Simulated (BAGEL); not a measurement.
# CH5BrSi (SMILES C[SiH2]Br) at HF/6-31G(d) (density fitting with qzvpp-jkfit, spherical functions)

Aim: the vertical singlet–triplet gap of CH5BrSi at HF/6-31G* (density fitting with qzvpp-jkfit, spherical functions), from 2 runs. 

The results are computed with BAGEL 1.2.2.

6 further runs of the same task are left out: 3 that didn't finish, 3 set aside as unsound or not needed.

## (1) The system as given

The species is CH5BrSi (8 atoms), meant as a singlet with charge 0. As SMILES, `C[SiH2]Br`. The shape is that of a PBE0-D4/def2-TZVP optimisation.

Bond lengths: C1–Si2 1.858 Å, Si2–Br3 2.229 Å, C1–H4 1.094 Å, C1–H5 1.092 Å, C1–H6 1.092 Å, Si2–H7 1.483 Å, Si2–H8 1.483 Å. Some angles: C1–Si2–Br3 109.7°, C1–Si2–H7 111.7°, C1–Si2–H8 111.7°, Br3–Si2–H7 107.0°, Br3–Si2–H8 107.0°, Si2–C1–H4 109.9°, Si2–C1–H5 110.7°, Si2–C1–H6 110.7°, H7–Si2–H8 109.6°, H4–C1–H5 108.5°.

## (2) A single-point energy at HF/6-31G(d) (density fitting with qzvpp-jkfit, spherical functions)

Contents of hf.json:

```json
{ "bagel" : [

{
  "title" : "molecule",
  "basis" : "6-31gs.json",
  "df_basis" : "qzvpp-jkfit",
  "angstrom" : "true",
  "geometry" : [
    { "atom" : "C", "xyz" : [   -0.636100,    0.768700,   -0.155100 ] },
    { "atom" : "Si", "xyz" : [    0.491300,   -0.703900,   -0.042700 ] },
    { "atom" : "Br", "xyz" : [    1.611200,   -0.645500,    1.883500 ] },
    { "atom" : "H", "xyz" : [   -1.187100,    0.744000,   -1.099600 ] },
    { "atom" : "H", "xyz" : [   -0.063700,    1.697300,   -0.112300 ] },
    { "atom" : "H", "xyz" : [   -1.355900,    0.767500,    0.665700 ] },
    { "atom" : "H", "xyz" : [    1.499400,   -0.707000,   -1.130400 ] },
    { "atom" : "H", "xyz" : [   -0.266900,   -1.978200,   -0.065000 ] }
  ]
},
{ "title" : "hf" },
{ "title" : "print", "file" : "orbitals.molden", "orbitals" : "true" }

]}
```

The basis set 6-31G* is read from a file made from the Basis Set Exchange's data (not shown).

On the command line:

```bash
$ BAGEL_NUM_THREADS=1 BAGEL hf.json > hf.out
```

The program printed:

```text
* using 1 threads per process

  ===============================================================
  ===============================================================

  *** Geometry ***

  { "atom" : "C", "xyz" : [     -1.202055,      1.452632,     -0.293097 ] },
  { "atom" : "Si", "xyz" : [      0.928422,     -1.330178,     -0.080691 ] },
  { "atom" : "Br", "xyz" : [      3.044727,     -1.219818,      3.559299 ] },
  { "atom" : "H", "xyz" : [     -2.243294,      1.405956,     -2.077943 ] },
  { "atom" : "H", "xyz" : [     -0.120376,      3.207432,     -0.212216 ] },
  { "atom" : "H", "xyz" : [     -2.562280,      1.450365,      1.257991 ] },
  { "atom" : "H", "xyz" : [      2.833455,     -1.336036,     -2.136146 ] },
  { "atom" : "H", "xyz" : [     -0.504368,     -3.738256,     -0.122832 ] },

  Number of auxiliary basis functions:      559

  Since a DF basis is specified, we compute 2- and 3-index integrals:
    o Being stored without compression. Storage requirement is 0.024 GB

  Number of basis functions:       74
  Number of electrons      :       60

    * METHOD: MOLECULE                             0.34

  *** RHF ***

  === Nuclear Repulsion ===
   232.7167561413

      * DIIS with orbital gradients will be used.

  === RHF iteration (6-31gs.json) ===
      0      -2901.77443108          0.01137914           0.09
      1      -2901.84053214          0.00438625           0.09
      2      -2901.84953742          0.00112241           0.09
      3      -2901.85025542          0.00016415           0.08
      4      -2901.85027116          0.00004172           0.08
      5      -2901.85027276          0.00001013           0.09
      6      -2901.85027286          0.00000303           0.08
      7      -2901.85027287          0.00000095           0.08
      8      -2901.85027287          0.00000024           0.08
      9      -2901.85027287          0.00000006           0.08
     10      -2901.85027287          0.00000002           0.09
     11      -2901.85027287          0.00000001           0.09
    * SCF iteration converged.

    * Permanent dipole moment:
           (    0.606935,    -0.238046,     0.721941) a.u.

    * METHOD: HF                                   1.29

    * METHOD: PRINT                                0.01

  ===============================================================
```

Run time: 1.9 s. Hardware: 1 thread of Intel Xeon 6975P-C (Granite Rapids), shared host; peak memory 0.13 GiB.

## (3) The triplet

Contents of calc.json:

```json
{ "bagel": [

{
  "title": "molecule",
  "basis": "6-31gs.json",
  "df_basis": "qzvpp-jkfit",
  "angstrom": true,
  "geometry": [
    { "atom": "C", "xyz": [   -0.636100,    0.768700,   -0.155100 ] },
    { "atom": "Si", "xyz": [    0.491300,   -0.703900,   -0.042700 ] },
    { "atom": "Br", "xyz": [    1.611200,   -0.645500,    1.883500 ] },
    { "atom": "H", "xyz": [   -1.187100,    0.744000,   -1.099600 ] },
    { "atom": "H", "xyz": [   -0.063700,    1.697300,   -0.112300 ] },
    { "atom": "H", "xyz": [   -1.355900,    0.767500,    0.665700 ] },
    { "atom": "H", "xyz": [    1.499400,   -0.707000,   -1.130400 ] },
    { "atom": "H", "xyz": [   -0.266900,   -1.978200,   -0.065000 ] }
  ]
},
{
  "title": "uhf",
  "nopen": 2
},
{
  "title": "print",
  "file": "orbitals.molden",
  "orbitals": true
}

]}
```

The basis set 6-31G* is read from a file made from the Basis Set Exchange's data (not shown).

On the command line:

```bash
$ BAGEL_NUM_THREADS=1 BAGEL calc.json > calc.out
```

The program printed:

```text
* using 1 threads per process

  ===============================================================
  ===============================================================

  *** Geometry ***

  { "atom" : "C", "xyz" : [     -1.202055,      1.452632,     -0.293097 ] },
  { "atom" : "Si", "xyz" : [      0.928422,     -1.330178,     -0.080691 ] },
  { "atom" : "Br", "xyz" : [      3.044727,     -1.219818,      3.559299 ] },
  { "atom" : "H", "xyz" : [     -2.243294,      1.405956,     -2.077943 ] },
  { "atom" : "H", "xyz" : [     -0.120376,      3.207432,     -0.212216 ] },
  { "atom" : "H", "xyz" : [     -2.562280,      1.450365,      1.257991 ] },
  { "atom" : "H", "xyz" : [      2.833455,     -1.336036,     -2.136146 ] },
  { "atom" : "H", "xyz" : [     -0.504368,     -3.738256,     -0.122832 ] },

  Number of auxiliary basis functions:      559

  Since a DF basis is specified, we compute 2- and 3-index integrals:
    o Being stored without compression. Storage requirement is 0.024 GB

  Number of basis functions:       74
  Number of electrons      :       60

    * METHOD: MOLECULE                             0.37

  *** Open-shell HF ***

  === Nuclear Repulsion ===
   232.7167561413

      * DIIS with orbital gradients will be used.

  === UHF iteration (6-31gs.json) ===
      0      -2901.45050126          0.02299096           0.17
      1      -2901.53832339          0.01106232           0.17
      2      -2901.56219397          0.00587433           0.16
      3      -2901.57185413          0.00247150           0.17
      4      -2901.58067949          0.00195757           0.16
      5      -2901.58823125          0.00113072           0.17
      6      -2901.59073398          0.00036584           0.18
      7      -2901.59092548          0.00016528           0.17
      8      -2901.59101744          0.00016857           0.16
      9      -2901.59105232          0.00005476           0.16
     10      -2901.59106706          0.00002764           0.16
     11      -2901.59107057          0.00001657           0.18
     12      -2901.59107170          0.00000783           0.18
     13      -2901.59107213          0.00000248           0.17
     14      -2901.59107216          0.00000085           0.17
     15      -2901.59107217          0.00000040           0.17
     16      -2901.59107217          0.00000018           0.17
     17      -2901.59107217          0.00000008           0.16
     18      -2901.59107217          0.00000005           0.16
     19      -2901.59107217          0.00000003           0.17
     20      -2901.59107217          0.00000002           0.20
     21      -2901.59107217          0.00000001           0.18
     22      -2901.59107217          0.00000001           0.18
    * SCF iteration converged.

    * S^2 (UHF) is 2.0127

    * Permanent dipole moment:
           (   -0.322045,    -0.264822,    -0.849805) a.u.

    * METHOD: UHF                                  4.26

    * METHOD: PRINT                                0.01

  ===============================================================
```

Wall time 4.8 s (1 thread of Intel Xeon 6975P-C (Granite Rapids), shared host); peak memory 0.13 GiB.

## (4) Outcome

At HF/6-31G* (density fitting with qzvpp-jkfit, spherical functions):

| quantity | value |
| --- | --- |
| singlet: total energy | -2901.85027 Eh |
| singlet: dipole moment | 2.47 D |
| singlet: HOMO energy | -11.14 eV |
| singlet: LUMO energy | 3.47 eV |
| singlet: HOMO–LUMO gap | 14.61 eV |
| triplet: total energy | -2901.59107 Eh |
| triplet: dipole moment | 2.41 D |
| triplet: ⟨S²⟩ | 2.013 |
| vertical energy of the triplet above the singlet | 7.053 eV |

In words: At this shape the triplet lies 7.05 eV (163 kcal/mol) above the singlet.
